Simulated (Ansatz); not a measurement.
**GeCl₂F₂: how energies converge with the basis set**

The task here is to estimate one member of a computed series from the others.

The runs use Ansatz 0.2.0, Gaussian basis; one geometry, several basis sets.

Levels to be run: PBE0-D4/def2-SVP; ωB97M-V/def2-SVP; PBE0-D4/def2-QZVPP; ωB97M-V/def2-QZVPP; the functionals' def2-TZVPP values are taken from earlier runs.

## The geometry

The geometry comes from an earlier relaxation with PBE0-D4 in a triple-zeta def2 set; it is a stationary point.

SMILES `[F][Ge]([F])([Cl])[Cl]`, 5 atoms, charge 0, spin multiplicity 1.

Atoms are counted from 1 here; the program's logs count them from 0.

Bond lengths: F1–Ge2 1.705 Å, Ge2–F3 1.705 Å, Ge2–Cl4 2.097 Å, Ge2–Cl5 2.097 Å. Angles: F1–Ge2–F3 106.2°, F1–Ge2–Cl4 109.3°, F1–Ge2–Cl5 109.3°, F3–Ge2–Cl4 109.3°, F3–Ge2–Cl5 109.3°, Cl4–Ge2–Cl5 113.3°.

Set-up of the first run:

in.yaml

```yaml
crystal:
  periodic: [false, false, false]
  atoms:
    - {symbol: F, position_ang: [1.142657, -1.227895, 0.501652]}
    - {symbol: Ge, position_ang: [0.015499, -0.035648, 0.038586]}
    - {symbol: F, position_ang: [-0.895010, 0.325082, 1.434013]}
    - {symbol: Cl, position_ang: [-1.255206, -0.819118, -1.433548]}
    - {symbol: Cl, position_ang: [1.041959, 1.683878, -0.582204]}
basis:
  gaussian: {orbitals: def2-SVP}
hamiltonian: {xc: pbe0, dispersion: d4}
output: {orbitals: {seedname: orbitals}}
```

Launch:

```bash
ansatz run in.yaml --threads 4 --pin off --events-out ev --progress --plain --max-ram 10444MiB
```

Among the steps run: PBE0-D4 in def2-SVP; ωB97M-V in def2-SVP; PBE0-D4 in def2-QZVPP; ωB97M-V in def2-QZVPP.

One of the session's tables, all rows but one given; the rest of the session is left out.

It belongs to the step «Functionals by basis». 

| functional | basis | HOMO (eV) | LUMO (eV) |
| --- | --- | --- | --- |
| PBE0-D4 | def2-SVP | -10.03 | -1.72 |
| PBE0-D4 | def2-TZVPP | -10.14 | -1.89 |
| PBE0-D4 | def2-QZVPP | -10.17 | -1.98 |
| ωB97M-V | def2-SVP | -12.24 | 0.54 |
| ωB97M-V | def2-TZVPP | -12.41 | 0.27 |
| ωB97M-V | def2-QZVPP | ? | ? |

Estimate the missing values for ωB97M-V, def2-QZVPP.

As computed: HOMO (eV): -12.45; LUMO (eV): 0.08. In the column «HOMO (eV)» it is the lowest.
